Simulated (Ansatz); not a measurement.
# SnO2: the cost of one run

Program: Ansatz 0.2.0. Level of theory: DFT LDA, scalar-relativistic, plane waves, PAW. These are calculated values, not measurements.

1 further run of the same task is left out (set aside as unsound or not needed).

## 1. The structure to begin with

Symmetry: R-3m, No. 166, trigonal system. The conventional cell has a = 3.208 Å, b = 3.208 Å, c = 12.244 Å, α = 90.00°, β = 90.00°, γ = 120.00°. Sn (site symmetry -3m) has 6 O at 2.09 Å as nearest neighbours. Around O (site symmetry 3m) lie 3 Sn at 2.09 Å.

As a file:

```cif
data_structure
_symmetry_space_group_name_H-M 'R-3m:H'
_symmetry_Int_Tables_number 166
_cell_length_a 3.2078
_cell_length_b 3.2078
_cell_length_c 12.2441
_cell_angle_alpha 90.000
_cell_angle_beta 90.000
_cell_angle_gamma 120.000
_cell_volume 109.11
loop_
_atom_site_label
_atom_site_type_symbol
_atom_site_symmetry_multiplicity
_atom_site_Wyckoff_symbol
_atom_site_fract_x
_atom_site_fract_y
_atom_site_fract_z
_atom_site_occupancy
Sn1 Sn 3 b 0.66667 0.33333 0.83333 1
O1 O 6 c 0.33333 0.66667 0.91186 1
```

It goes back to an entry of the Materials Project, which need not be the stable form.

It is the result of an earlier relaxation at this level (volume 12.12 Å³/atom; gap on the mesh: 1.56 eV).

## 2. The reference: the undisturbed cell on the scan's mesh

input.yaml reads:

```yaml
crystal:
  lattice:
    - [1.6039156916, 0.9260211563, 4.0813809037]
    - [-1.6039156916, 0.9260211563, 4.0813809037]
    - [0.0, -1.8520423126, 4.0813809037]
  atoms:
    - { symbol: Sn, position: [0.5, 0.5, 0.5] }
    - { symbol: O, position: [0.2451905456, 0.2451905456, 0.2451905456] }
    - { symbol: O, position: [0.7548094544, 0.7548094544, 0.7548094544] }
basis:
  ecutwfc: 420
kpoints:
  mp_grid: { grid: [12, 12, 12] }
hamiltonian:
  xc: lda
scf:
  occupations: { method: gaussian, width: 0.05 }
output:
  forces: true
  stress: true
  eigenvalues: true
```

Started as:

```
ansatz run input.yaml --threads 1 --pin off --max-ram 2560MiB --backend cpu --events-out ev --progress --plain --runs-dir out
```

What time and memory should one allow on 1 thread of Arm Neoverse V2, shared host?

About 4.9 s, with a peak of 0.36 GiB.
